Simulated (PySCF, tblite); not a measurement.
**C₇H₁₁N: geometry, infrared bands, NMR shifts, spin-spin couplings and electronic excitations**

Aim: predict the infrared bands, NMR shifts, spin-spin couplings and electronic excitations of C₇H₁₁N (`[C-]#[N+]C1CCCCC1`).

Computed with tblite 0.8.0 and PySCF 2.14.0, with density-fitted response routines of our own, on a single molecule in the gas phase. Atoms count from 0, in the outputs and in this text.

### 1 The molecule as given

19 atoms, charge 0, multiplicity 1; geometry from: GFN2-xTB.

Bonds of the start (Å): C0–N1 1.16, N1–C2 1.40, C2–C3 1.53, C3–C4 1.53, C4–C5 1.53, C5–C6 1.53, C6–C7 1.53, C7–C2 1.53, C2–H8 1.10, C3–H9 1.09, C3–H10 1.09, C4–H11 1.09, C4–H12 1.09, C5–H13 1.09, C5–H14 1.09, C6–H15 1.09, C6–H16 1.09, C7–H17 1.09, C7–H18 1.09.

### 2 Harmonic vibrations with GFN2-xTB

The job: settings as JSON, then the geometry in Å.

```
{"job": {"kind": "ir", "xc": "GFN2-xTB", "basis": "xTB"}, "charge": 0, "multiplicity": 1}
C     -0.289263     3.637272     0.538759
N     -0.222423     2.544884     0.146283
C     -0.138506     1.215654    -0.293846
C     -1.276574     0.389468     0.313609
C     -1.181508    -1.056317    -0.163111
C      0.170138    -1.657131     0.213647
C      1.308023    -0.828846    -0.376857
C      1.218286     0.619084     0.094456
H     -0.236039     1.223322    -1.388338
H     -1.198434     0.426985     1.402803
H     -2.237626     0.824028     0.029660
H     -1.304622    -1.089695    -1.248479
H     -1.987836    -1.641496     0.282747
H      0.265365    -1.679873     1.301664
H      0.233215    -2.684764    -0.148887
H      2.269664    -1.250235    -0.078154
H      1.252262    -0.860554    -1.467766
H      1.325597     0.662834     1.180978
H      2.020476     1.214628    -0.346629
```

**Question.** This job is followed by: PBE0-D3(BJ)/def2-SVP geometry optimisation, gas phase; GIAO PBE0/pcSseg-1 NMR shielding, non-relativistic, gas phase; B3LYP/pcJ-1 indirect spin-spin coupling, non-relativistic, gas phase; TDDFT CAM-B3LYP/def2-SVPD, vertical, gas phase, core orbitals frozen in the response. Predict these results of the whole session: strongest single infrared mode (GFN2-xTB); zero-point energy (GFN2-xTB); point group; rotational constants (main isotopes); ¹³C shifts against TMS (PBE0/pcSseg-1, means over atoms taken as alike); ¹H shifts against TMS (PBE0/pcSseg-1, means over atoms taken as alike); ¹⁵N shifts against NH3 (PBE0/pcSseg-1); largest coupling of the table (B3LYP/pcJ-1); lowest singlet (CAM-B3LYP/def2-SVPD); brightest single state of those computed; lowest triplet; vertical ionisation energy (ΔSCF).

**Answer**, as computed:

| quantity | value |
| --- | --- |
| strongest single infrared mode (GFN2-xTB) | 2989 cm⁻¹, 128 km/mol |
| zero-point energy (GFN2-xTB) | 104.3 kcal/mol |
| point group | Cs |
| rotational constants (main isotopes) | 4.28, 1.47, 1.18 GHz |
| ¹³C shifts against TMS (PBE0/pcSseg-1, means over atoms taken as alike) | 179.5, 50.5, 36.8, 27.0, 26.9 ppm |
| ¹H shifts against TMS (PBE0/pcSseg-1, means over atoms taken as alike) | 2.96, 2.05, 1.65, 1.50, 1.35, 1.13, 1.07 ppm |
| ¹⁵N shifts against NH3 (PBE0/pcSseg-1) | 207.6 ppm |
| largest coupling of the table (B3LYP/pcJ-1) | ¹J(C,H) C2–H8, 143.5 Hz |
| lowest singlet (CAM-B3LYP/def2-SVPD) | 7.89 eV (157 nm), f = 0.000 |
| brightest single state of those computed | state 8, 8.88 eV, f = 0.087 |
| lowest triplet | 5.90 eV |
| vertical ionisation energy (ΔSCF) | 10.90 eV |

All 51 modes are real, so the xTB geometry is a minimum. Unscaled tight-binding wavenumbers are off by several per cent, some by more. Its intensities can rank the bands wrongly. Over 3 steps the energy fell by 0.049 eV; of the close pairs, N1–C2 changed most, 1.403 to 1.418 Å. At PBE0/pcSseg-1: The widest tensor belongs to N1: span 462 ppm, with a paramagnetic part of -276 ppm. In the run at B3LYP/pcJ-1, the largest coupling of the table is C2–H8, 143.5 Hz, of which the Fermi-contact term gives 142.2 Hz. Couplings across rotatable bonds belong to this one conformer; where others are populated, the observed values are averages. The first singlet state (HOMO−1→LUMO+5 0.22, HOMO−2→LUMO+4 0.18) lies at 7.89 eV and is dark; of the 10 states computed, the strongest absorption comes from state 8 at 8.88 eV. The lowest triplet lies 1.99 eV below the lowest singlet (triplets in Tamm-Dancoff, singlets in full TDDFT). ΔSCF puts the ionisation energy at 10.90 eV, 0.89 eV above −ε(HOMO). In this run the hole sits in HOMO−1, not in the HOMO; unless the two are degenerate, this need not be the first ionisation.
